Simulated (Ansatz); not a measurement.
# CH₆BPSi: a spread of methods and bases

Aim: run CH₆BPSi under a spread of inputs, and see what each costs and gives.

The runs use Ansatz 0.2.0, Gaussian basis; the settings change from run to run.

## 1. The relaxed structure

The geometry comes from an earlier relaxation with PBE0-D4 in a triple-zeta def2 set; it is a stationary point, not always the lowest conformer.

10 atoms, charge 0, spin multiplicity 1.

Atoms are counted from 1 here; the program's logs count them from 0.

Bond lengths: C1–Si2 1.867 Å, C1–H5 1.092 Å, C1–H6 1.093 Å, C1–H7 1.091 Å, Si2–B3 1.940 Å, Si2–P4 2.280 Å, Si2–H8 1.483 Å, B3–P4 1.848 Å, B3–H9 1.187 Å, P4–H10 1.420 Å. Angles: Si2–C1–H5 110.8°, Si2–C1–H6 109.9°, Si2–C1–H7 110.8°, H5–C1–H6 108.1°, H5–C1–H7 108.8°, H6–C1–H7 108.5°, C1–Si2–B3 122.7°, C1–Si2–P4 127.9°, C1–Si2–H8 112.4°, B3–Si2–P4 51.2°, B3–Si2–H8 124.1°, P4–Si2–H8 101.6°, Si2–B3–P4 74.0°, Si2–B3–H9 142.0°, P4–B3–H9 136.3°, Si2–P4–B3 54.9°, Si2–P4–H10 122.8°, B3–P4–H10 102.6°.

## 2. BLYP/aug-cc-pVTZ

in.yaml reads:

```yaml
crystal:
  periodic: [false, false, false]
  atoms:
    - {symbol: C, position_ang: [-1.318828, 0.605756, -0.765329]}
    - {symbol: Si, position_ang: [-0.305547, -0.671058, 0.145292]}
    - {symbol: B, position_ang: [1.029438, -0.196946, 1.471360]}
    - {symbol: P, position_ang: [1.952866, -0.979465, 0.074368]}
    - {symbol: H, position_ang: [-1.341244, 0.390872, -1.835961]}
    - {symbol: H, position_ang: [-2.347717, 0.596303, -0.395220]}
    - {symbol: H, position_ang: [-0.907477, 1.605188, -0.616761]}
    - {symbol: H, position_ang: [-0.802376, -2.050197, -0.078261]}
    - {symbol: H, position_ang: [1.266726, 0.603806, 2.315100]}
    - {symbol: H, position_ang: [2.857358, 0.044639, -0.311586]}
basis:
  gaussian: {orbitals: aug-cc-pVTZ}
hamiltonian: {xc: {name: BLYP}}
output: {forces: true}
```

Run with:

```bash
$ ansatz run in.yaml --threads 2 --pin off --events-out ev --progress --plain --max-ram 4352MiB
```

Standard output (excerpt; [...] marks lines left out):

```text
Functional definition: BLYP
  name "BLYP"
  cite "Becke, Phys. Rev. A 38, 3098 (1988) doi:10.1103/PhysRevA.38.3098"
  cite "Lee, Yang & Parr, Phys. Rev. B 37, 785 (1988) doi:10.1103/PhysRevB.37.785"
[...]
1481 factors; their error is unknown
[...]
mean field -18976.24800431 eV, -697.3642515955 hartree, gradient 4.0e-5 eV, S^2 0.000000; 0 other end points of the search recorded, 0 dependent functions left out
[...]
reference -18976.24846931 eV, -697.3642686841 hartree; 23, 23 occupied and 307, 307 virtual orbitals, 1481 factors
Total energy: -18976.24846931 eV, -697.3642686841 hartree
Atom 0 at    -1.318828     0.605756    -0.765329 Å, force    -0.153163     0.170418    -0.148732 eV/Å
Atom 1 at    -0.305547    -0.671058     0.145292 Å, force    -0.290127    -0.197804     0.228235 eV/Å
Atom 2 at     1.029438    -0.196946     1.471360 Å, force    -0.019418     0.167925     0.321074 eV/Å
Atom 3 at     1.952866    -0.979465     0.074368 Å, force     0.500442    -0.325066    -0.158978 eV/Å
Atom 4 at    -1.341244     0.390872    -1.835961 Å, force    -0.028222     0.002057    -0.153230 eV/Å
Atom 5 at    -2.347717     0.596303    -0.395220 Å, force    -0.146366     0.017543     0.029737 eV/Å
Atom 6 at    -0.907477     1.605188    -0.616761 Å, force     0.028311     0.140721     0.000701 eV/Å
Atom 7 at    -0.802376    -2.050197    -0.078261 Å, force    -0.052836    -0.102923    -0.043688 eV/Å
Atom 8 at     1.266726     0.603806     2.315100 Å, force    -0.006889    -0.016632    -0.006102 eV/Å
Atom 9 at     2.857358     0.044639    -0.311586 Å, force     0.168266     0.143759    -0.069016 eV/Å
Dipole moment:    -0.249741     0.204461    -0.181788 e Å
```

Run time: 9 s. Hardware: 2 threads of Arm Neoverse V1, shared host; peak memory 0.52 GiB.

Largest force 0.618 eV/Å, dipole 1.78 D.

## 3. LC-wPBE/cc-pVTZ

This run has high accuracy.

Edit in.yaml of step 2 so:

```diff
@@ -14,4 +14,5 @@
 basis:
-  gaussian: {orbitals: aug-cc-pVTZ}
-hamiltonian: {xc: {name: BLYP}}
+  gaussian: {orbitals: cc-pVTZ}
+hamiltonian: {xc: {name: LC-wPBE}}
+accuracy: high
 output: {forces: true}
```

Launched as before.

Standard output (excerpt; [...] marks lines left out):

```text
Functional definition: LC-wPBE
  name "LC-wPBE"
  cite "Vydrov & Scuseria, J. Chem. Phys. 125, 234109 (2006) doi:10.1063/1.2409292"
  cite "Heyd & Scuseria, J. Chem. Phys. 120, 7274 (2004) doi:10.1063/1.1668634"
  cite "Ernzerhof & Perdew, J. Chem. Phys. 109, 3313 (1998) doi:10.1063/1.476928"
  cite "Perdew, Burke & Ernzerhof, Phys. Rev. Lett. 77, 3865 (1996) doi:10.1103/PhysRevLett.77.3865"
  parent pbe
[...]
3728 factors; integrals over basis functions are off by at most 3.6e-9 eV
797 factors; integrals over basis functions are off by at most 2.5e-9 eV
[...]
mean field -18970.80868890 eV, -697.1643604412 hartree, gradient 8.4e-8 eV, S^2 0.000000; 0 other end points of the search recorded, 0 dependent functions left out
[...]
reference -18970.80868890 eV, -697.1643604412 hartree; 23, 23 occupied and 189, 189 virtual orbitals, 3728 factors
Total energy: -18970.80868890 eV, -697.1643604412 hartree
Atom 0 at    -1.318828     0.605756    -0.765329 Å, force    -0.009254     0.007487    -0.004902 eV/Å
Atom 1 at    -0.305547    -0.671058     0.145292 Å, force     0.164402     0.004092    -0.060211 eV/Å
Atom 2 at     1.029438    -0.196946     1.471360 Å, force    -0.016488    -0.057372    -0.080400 eV/Å
Atom 3 at     1.952866    -0.979465     0.074368 Å, force    -0.084949     0.159266     0.077942 eV/Å
Atom 4 at    -1.341244     0.390872    -1.835961 Å, force    -0.000257     0.018277     0.093085 eV/Å
Atom 5 at    -2.347717     0.596303    -0.395220 Å, force     0.087555     0.004837    -0.031364 eV/Å
Atom 6 at    -0.907477     1.605188    -0.616761 Å, force    -0.038715    -0.070515    -0.015685 eV/Å
Atom 7 at    -0.802376    -2.050197    -0.078261 Å, force     0.011515     0.060221     0.046568 eV/Å
Atom 8 at     1.266726     0.603806     2.315100 Å, force     0.006651    -0.047613    -0.058930 eV/Å
Atom 9 at     2.857358     0.044639    -0.311586 Å, force    -0.120459    -0.078678     0.033898 eV/Å
Dipole moment:    -0.273982     0.243452    -0.168776 e Å
```

It took 25 s on 2 threads of Arm Neoverse V1, shared host; peak memory 1.3 GiB.

Largest force 0.197 eV/Å, dipole 1.94 D.

## 4. HSE06/def2-mTZVPP

Options: atoms shaken by 0.15 Å, a grid of angular degree 23, D3(BJ) dispersion.

in.yaml reads:

```yaml
crystal:
  periodic: [false, false, false]
  atoms:
    - {symbol: C, position_ang: [-1.234408, 0.431924, -0.770015]}
    - {symbol: Si, position_ang: [-0.071488, -0.560218, 0.391057]}
    - {symbol: B, position_ang: [0.929020, -0.088982, 1.629424]}
    - {symbol: P, position_ang: [2.087330, -0.933293, 0.349991]}
    - {symbol: H, position_ang: [-1.168848, 0.455725, -1.761299]}
    - {symbol: H, position_ang: [-2.532859, 0.456526, -0.435401]}
    - {symbol: H, position_ang: [-0.895486, 1.945649, -0.385917]}
    - {symbol: H, position_ang: [-0.921951, -2.161133, -0.192975]}
    - {symbol: H, position_ang: [1.214373, 0.575120, 2.310174]}
    - {symbol: H, position_ang: [2.976965, 0.205773, -0.353943]}
basis:
  gaussian: {orbitals: def2-mTZVPP, final_grid: {core_spheres: 8, valence_spheres: 7, degree: 23}}
hamiltonian: {xc: {name: HSE06}, dispersion: d3bj}
```

Same command.

Standard output (excerpt; [...] marks lines left out):

```text
Functional definition: HSE06
  name "HSE06"
  cite "Heyd, Scuseria & Ernzerhof, J. Chem. Phys. 118, 8207 (2003) doi:10.1063/1.1564060"
  cite "Krukau, Vydrov, Izmaylov & Scuseria, J. Chem. Phys. 125, 224106 (2006) doi:10.1063/1.2404663"
  cite "Heyd & Scuseria, J. Chem. Phys. 120, 7274 (2004) doi:10.1063/1.1668634"
  cite "Ernzerhof & Perdew, J. Chem. Phys. 109, 3313 (1998) doi:10.1063/1.476928"
  cite "Perdew, Burke & Ernzerhof, Phys. Rev. Lett. 77, 3865 (1996) doi:10.1103/PhysRevLett.77.3865"
  parent pbe
[...]
  # The whole range is PBE's own exchange, as in plane waves. The composition of these papers is wPBEh.
[...]
1214 factors; their error is unknown
115 factors; integrals over basis functions are off by at most 4.6e-7 eV
[...]
mean field -18961.50722547 eV, -696.8225379647 hartree, gradient 6.9e-5 eV, S^2 0.000000; 0 other end points of the search recorded, 0 dependent functions left out
reference -18961.50726826 eV, -696.8225395371 hartree; 23, 23 occupied and 99, 99 virtual orbitals, 1214 factors
Total energy: -18961.70956914 eV, -696.8299739576 hartree
```

It took 1.5 s on 2 threads of Arm Neoverse V1, shared host.

## 5. revPBE/pcseg-2

This run has D4 dispersion.

in.yaml reads:

```yaml
crystal:
  periodic: [false, false, false]
  atoms:
    - {symbol: C, position_ang: [-1.318828, 0.605756, -0.765329]}
    - {symbol: Si, position_ang: [-0.305547, -0.671058, 0.145292]}
    - {symbol: B, position_ang: [1.029438, -0.196946, 1.471360]}
    - {symbol: P, position_ang: [1.952866, -0.979465, 0.074368]}
    - {symbol: H, position_ang: [-1.341244, 0.390872, -1.835961]}
    - {symbol: H, position_ang: [-2.347717, 0.596303, -0.395220]}
    - {symbol: H, position_ang: [-0.907477, 1.605188, -0.616761]}
    - {symbol: H, position_ang: [-0.802376, -2.050197, -0.078261]}
    - {symbol: H, position_ang: [1.266726, 0.603806, 2.315100]}
    - {symbol: H, position_ang: [2.857358, 0.044639, -0.311586]}
basis:
  gaussian: {orbitals: pcseg-2}
hamiltonian: {xc: {name: revPBE}, dispersion: d4}
output: {forces: true}
```

Launched as before.

Standard output (excerpt; [...] marks lines left out):

```text
Functional definition: revPBE
  name "revPBE"
  cite "Zhang & Yang, Phys. Rev. Lett. 80, 890 (1998) doi:10.1103/PhysRevLett.80.890"
  cite "Perdew, Burke & Ernzerhof, Phys. Rev. Lett. 77, 3865 (1996) doi:10.1103/PhysRevLett.77.3865"
[...]
1172 factors; their error is unknown
[...]
mean field -18974.06635052 eV, -697.2840772974 hartree, gradient 2.4e-5 eV, S^2 0.000000; 0 other end points of the search recorded, 0 dependent functions left out
[...]
reference -18974.06642128 eV, -697.2840798979 hartree; 23, 23 occupied and 189, 189 virtual orbitals, 1172 factors
Total energy: -18974.70170303 eV, -697.3074260716 hartree
Atom 0 at    -1.318828     0.605756    -0.765329 Å, force    -0.007127     0.037796    -0.039068 eV/Å
Atom 1 at    -0.305547    -0.671058     0.145292 Å, force    -0.084979    -0.089045     0.139806 eV/Å
Atom 2 at     1.029438    -0.196946     1.471360 Å, force    -0.028796     0.060532     0.177095 eV/Å
Atom 3 at     1.952866    -0.979465     0.074368 Å, force     0.127157    -0.278980    -0.131881 eV/Å
Atom 4 at    -1.341244     0.390872    -1.835961 Å, force    -0.011616    -0.035820    -0.231788 eV/Å
Atom 5 at    -2.347717     0.596303    -0.395220 Å, force    -0.215945     0.000081     0.076082 eV/Å
Atom 6 at    -0.907477     1.605188    -0.616761 Å, force     0.080180     0.210053     0.029738 eV/Å
Atom 7 at    -0.802376    -2.050197    -0.078261 Å, force    -0.059613    -0.165164    -0.055219 eV/Å
Atom 8 at     1.266726     0.603806     2.315100 Å, force     0.024506     0.097438     0.100544 eV/Å
Atom 9 at     2.857358     0.044639    -0.311586 Å, force     0.176235     0.163109    -0.065310 eV/Å
Dipole moment:    -0.242775     0.228485    -0.200474 e Å
```

It took 3.5 s on 2 threads of Arm Neoverse V1, shared host.

Largest force 0.334 eV/Å, dipole 1.87 D.

## 6. SVWN5/6-31G

This run has relativity set to scalar, high accuracy.

Edit in.yaml of step 5 so:

```diff
@@ -14,4 +14,4 @@
 basis:
-  gaussian: {orbitals: pcseg-2}
-hamiltonian: {xc: {name: revPBE}, dispersion: d4}
-output: {forces: true}
+  gaussian: {orbitals: 6-31G}
+hamiltonian: {xc: {name: SVWN5}, pseudopotentials: {relativity: scalar}}
+accuracy: high
```

Same command.

Standard output:

```text
Functional definition: SVWN5
  name "SVWN5"
  cite "Dirac, Proc. Camb. Phil. Soc. 26, 376 (1930) doi:10.1017/S0305004100016108"
  cite "Slater, Phys. Rev. 81, 385 (1951) doi:10.1103/PhysRev.81.385"
  cite "Vosko, Wilk & Nusair, Can. J. Phys. 58, 1200 (1980) doi:10.1139/p80-159"
  exchange = slater_x
  correlation = vwn5_c
1429 factors; integrals over basis functions are off by at most 4.0e-9 eV
mean field evaluation 1: about -18916.8613 eV, gradient 5.3e1 eV
mean field evaluation 2: about -18906.8978 eV, gradient 7.3e1 eV
mean field evaluation 4: about -18923.9302 eV, gradient 7.4e0 eV
mean field evaluation 8: about -18924.1231 eV, gradient 1.7e-1 eV
mean field evaluation 16: about -18924.1232 eV, gradient 2.4e-6 eV
mean field -18924.12319236 eV, -695.4487000879 hartree, gradient 8.1e-8 eV, S^2 0.000000; 0 other end points of the search recorded, 0 dependent functions left out
reference -18924.12319557 eV, -695.4487002058 hartree; 23, 23 occupied and 33, 33 virtual orbitals, 1429 factors
Total energy: -18924.12319557 eV, -695.4487002058 hartree
Relativity: scalar
```

Wall time 1.8 s (2 threads of Arm Neoverse V1, shared host).

## 7. HSE06/cc-pVDZ

Set apart from the defaults: coordinates scaled by 0.96, D3(BJ) dispersion.

in.yaml reads:

```yaml
crystal:
  periodic: [false, false, false]
  atoms:
    - {symbol: C, position_ang: [-1.266075, 0.581526, -0.734716]}
    - {symbol: Si, position_ang: [-0.293325, -0.644215, 0.139480]}
    - {symbol: B, position_ang: [0.988260, -0.189068, 1.412505]}
    - {symbol: P, position_ang: [1.874752, -0.940287, 0.071393]}
    - {symbol: H, position_ang: [-1.287594, 0.375237, -1.762523]}
    - {symbol: H, position_ang: [-2.253808, 0.572450, -0.379411]}
    - {symbol: H, position_ang: [-0.871178, 1.540980, -0.592091]}
    - {symbol: H, position_ang: [-0.770281, -1.968189, -0.075131]}
    - {symbol: H, position_ang: [1.216057, 0.579654, 2.222496]}
    - {symbol: H, position_ang: [2.743063, 0.042854, -0.299123]}
basis:
  gaussian: {orbitals: cc-pVDZ}
hamiltonian: {xc: {name: HSE06}, dispersion: d3bj}
```

The command is unchanged.

Standard output (excerpt; [...] marks lines left out):

```text
Functional definition: HSE06
  name "HSE06"
  cite "Heyd, Scuseria & Ernzerhof, J. Chem. Phys. 118, 8207 (2003) doi:10.1063/1.1564060"
  cite "Krukau, Vydrov, Izmaylov & Scuseria, J. Chem. Phys. 125, 224106 (2006) doi:10.1063/1.2404663"
  cite "Heyd & Scuseria, J. Chem. Phys. 120, 7274 (2004) doi:10.1063/1.1668634"
  cite "Ernzerhof & Perdew, J. Chem. Phys. 109, 3313 (1998) doi:10.1063/1.476928"
  cite "Perdew, Burke & Ernzerhof, Phys. Rev. Lett. 77, 3865 (1996) doi:10.1103/PhysRevLett.77.3865"
  parent pbe
[...]
  # The whole range is PBE's own exchange, as in plane waves. The composition of these papers is wPBEh.
[...]
896 factors; integrals over basis functions are off by at most 1.2e-3 eV
92 factors; integrals over basis functions are off by at most 3.6e-7 eV
[...]
mean field -18966.03748982 eV, -696.9890221089 hartree, gradient 2.6e-5 eV, S^2 0.000000; 0 other end points of the search recorded, 0 dependent functions left out
reference -18966.03752732 eV, -696.9890234869 hartree; 23, 23 occupied and 71, 71 virtual orbitals, 896 factors
Total energy: -18966.21115819 eV, -696.9954043037 hartree
```

Run time: 1.9 s. Hardware: 2 threads of Arm Neoverse V1, shared host.

## 8. rPW86-PBE/ANO-RCC-VTZP

Set apart from the defaults: a grid of angular degree 23, rVV10 dispersion.

in.yaml reads:

```yaml
crystal:
  periodic: [false, false, false]
  atoms:
    - {symbol: C, position_ang: [-1.318828, 0.605756, -0.765329]}
    - {symbol: Si, position_ang: [-0.305547, -0.671058, 0.145292]}
    - {symbol: B, position_ang: [1.029438, -0.196946, 1.471360]}
    - {symbol: P, position_ang: [1.952866, -0.979465, 0.074368]}
    - {symbol: H, position_ang: [-1.341244, 0.390872, -1.835961]}
    - {symbol: H, position_ang: [-2.347717, 0.596303, -0.395220]}
    - {symbol: H, position_ang: [-0.907477, 1.605188, -0.616761]}
    - {symbol: H, position_ang: [-0.802376, -2.050197, -0.078261]}
    - {symbol: H, position_ang: [1.266726, 0.603806, 2.315100]}
    - {symbol: H, position_ang: [2.857358, 0.044639, -0.311586]}
basis:
  gaussian: {orbitals: ANO-RCC-VTZP, final_grid: {core_spheres: 8, valence_spheres: 7, degree: 23}}
hamiltonian: {xc: {name: rPW86-PBE}, dispersion: rvv10}
output: {forces: true}
```

Launched as before.

Standard output (excerpt; [...] marks lines left out):

```text
Functional definition: rPW86-PBE+rVV10
  name "rPW86-PBE+rVV10"
  cite "Murray, Lee & Langreth, J. Chem. Theory Comput. 5, 2754 (2009) doi:10.1021/ct900365q"
  cite "Perdew, Burke & Ernzerhof, Phys. Rev. Lett. 77, 3865 (1996) doi:10.1103/PhysRevLett.77.3865"
  cite "Vydrov & Van Voorhis, J. Chem. Phys. 133, 244103 (2010) doi:10.1063/1.3521275"
  cite "Sabatini, Gorni & de Gironcoli, Phys. Rev. B 87, 041108(R) (2013) doi:10.1103/PhysRevB.87.041108"
  parent "pbe"
[...]
1507 factors; their error is unknown
[...]
mean field -19034.82311499 eV, -699.5168472095 hartree, gradient 2.1e-5 eV, S^2 0.000000; 0 other end points of the search recorded, 0 dependent functions left out
[...]
reference -19034.82327822 eV, -699.5168532079 hartree; 23, 23 occupied and 189, 189 virtual orbitals, 1507 factors
Total energy: -19034.82327822 eV, -699.5168532079 hartree
Relativity: scalar
Atom 0 at    -1.318828     0.605756    -0.765329 Å, force    -0.118445     0.131837    -0.115379 eV/Å
Atom 1 at    -0.305547    -0.671058     0.145292 Å, force    -0.127961    -0.111772     0.201635 eV/Å
Atom 2 at     1.029438    -0.196946     1.471360 Å, force    -0.004677     0.129124     0.200961 eV/Å
Atom 3 at     1.952866    -0.979465     0.074368 Å, force     0.229956    -0.270792    -0.108260 eV/Å
Atom 4 at    -1.341244     0.390872    -1.835961 Å, force    -0.012996    -0.005733    -0.104193 eV/Å
Atom 5 at    -2.347717     0.596303    -0.395220 Å, force    -0.096301     0.005642     0.024713 eV/Å
Atom 6 at    -0.907477     1.605188    -0.616761 Å, force     0.030523     0.092538     0.008523 eV/Å
Atom 7 at    -0.802376    -2.050197    -0.078261 Å, force    -0.034095    -0.101624    -0.051185 eV/Å
Atom 8 at     1.266726     0.603806     2.315100 Å, force    -0.013348    -0.009203    -0.007851 eV/Å
Atom 9 at     2.857358     0.044639    -0.311586 Å, force     0.147343     0.139983    -0.048964 eV/Å
Dipole moment:    -0.243113     0.207848    -0.186427 e Å
```

Wall time 13 s (2 threads of Arm Neoverse V1, shared host).

Largest force 0.371 eV/Å, dipole 1.78 D.

## 9. SVWN5/def2-mTZVP

Options: charge -1, multiplicity 2, restricted open-shell orbitals, atoms shaken by 0.03 Å.

in.yaml reads:

```yaml
crystal:
  periodic: [false, false, false]
  atoms:
    - {symbol: C, position_ang: [-1.339474, 0.573033, -0.740266]}
    - {symbol: Si, position_ang: [-0.342928, -0.638140, 0.166482]}
    - {symbol: B, position_ang: [1.029478, -0.259007, 1.497283]}
    - {symbol: P, position_ang: [1.969634, -0.944305, 0.063816]}
    - {symbol: H, position_ang: [-1.348729, 0.411853, -1.810147]}
    - {symbol: H, position_ang: [-2.377982, 0.647217, -0.439517]}
    - {symbol: H, position_ang: [-0.885202, 1.608207, -0.688618]}
    - {symbol: H, position_ang: [-0.804336, -2.023965, -0.067540]}
    - {symbol: H, position_ang: [1.253085, 0.600075, 2.342372]}
    - {symbol: H, position_ang: [2.817273, 0.014430, -0.313614]}
basis:
  gaussian: {orbitals: def2-mTZVP}
total_charge: -1
magnetization: {spin_polarized: false, initial_magnetization: 1}
hamiltonian: {xc: {name: SVWN5}}
```

The command is unchanged.

Standard output:

```text
Functional definition: SVWN5
  name "SVWN5"
  cite "Dirac, Proc. Camb. Phil. Soc. 26, 376 (1930) doi:10.1017/S0305004100016108"
  cite "Slater, Phys. Rev. 81, 385 (1951) doi:10.1103/PhysRev.81.385"
  cite "Vosko, Wilk & Nusair, Can. J. Phys. 58, 1200 (1980) doi:10.1139/p80-159"
  exchange = slater_x
  correlation = vwn5_c
1057 factors; their error is unknown
mean field evaluation 1: about -18882.8998 eV, gradient 5.9e1 eV
mean field evaluation 2: about -18858.4028 eV, gradient 9.1e1 eV
mean field evaluation 4: about -18892.3562 eV, gradient 1.2e1 eV
mean field evaluation 8: about -18892.7677 eV, gradient 1.4e-1 eV
mean field evaluation 16: about -18892.7304 eV, gradient 7.6e-4 eV
mean field evaluation 32: about -18892.5907 eV, gradient 5.4e0 eV
mean field -18892.73040904 eV, -694.2950365795 hartree, gradient 3.4e-5 eV, S^2 0.750000; 3 other end points of the search recorded, 0 dependent functions left out
reference -18892.73045110 eV, -694.2950381251 hartree; 24, 23 occupied and 76, 77 virtual orbitals, 1057 factors
Total energy: -18892.73045110 eV, -694.2950381251 hartree
```

Run time: 2.3 s. Hardware: 2 threads of Arm Neoverse V1, shared host.

## 10. The runs in one table

```csv
level,charge,multiplicity,geometry,functions,energy (eV),time
BLYP/aug-cc-pVTZ,0,1,relaxed,330,-18976.248,9 s
LC-wPBE/cc-pVTZ,0,1,relaxed,212,-18970.809,25 s
HSE06/def2-mTZVPP,0,1,shaken,122,-18961.710,1.5 s
revPBE/pcseg-2,0,1,relaxed,212,-18974.702,3.5 s
SVWN5/6-31G,0,1,relaxed,56,-18924.123,1.8 s
HSE06/cc-pVDZ,0,1,scaled,94,-18966.211,1.9 s
rPW86-PBE/ANO-RCC-VTZP,0,1,relaxed,212,-19034.823,13 s
SVWN5/def2-mTZVP,-1,2,shaken,100,-18892.730,2.3 s
```

## 11. What came out

| quantity | value |
| --- | --- |
| runs | 8 |
| quickest | HSE06/def2-mTZVPP, 1.5 s |
| slowest | LC-wPBE/cc-pVTZ, 25 s |
| spread of total energies, same state and geometry | 110.7 eV |
| dipole, same state and geometry | 1.78 to 1.94 D |

In words: LC-wPBE/cc-pVTZ took 17 times as long as HSE06/def2-mTZVPP. The jobs differ in tasks and options as well as level. Total energies at one charge and spin differ by 111 eV between levels, so only differences within one level mean anything. Some of these runs are scalar-relativistic and others not, which shifts the totals of all-electron atoms past neon by eV; core potentials, where a basis has them, take the core out of the total altogether. At the PBE0-D4/def2-TZVP geometry and in the same state, runs without warnings or point charges leave forces up to 0.62 eV/Å (BLYP/aug-cc-pVTZ). At that geometry and state the dipole changes by 9 % between the lowest and highest value.
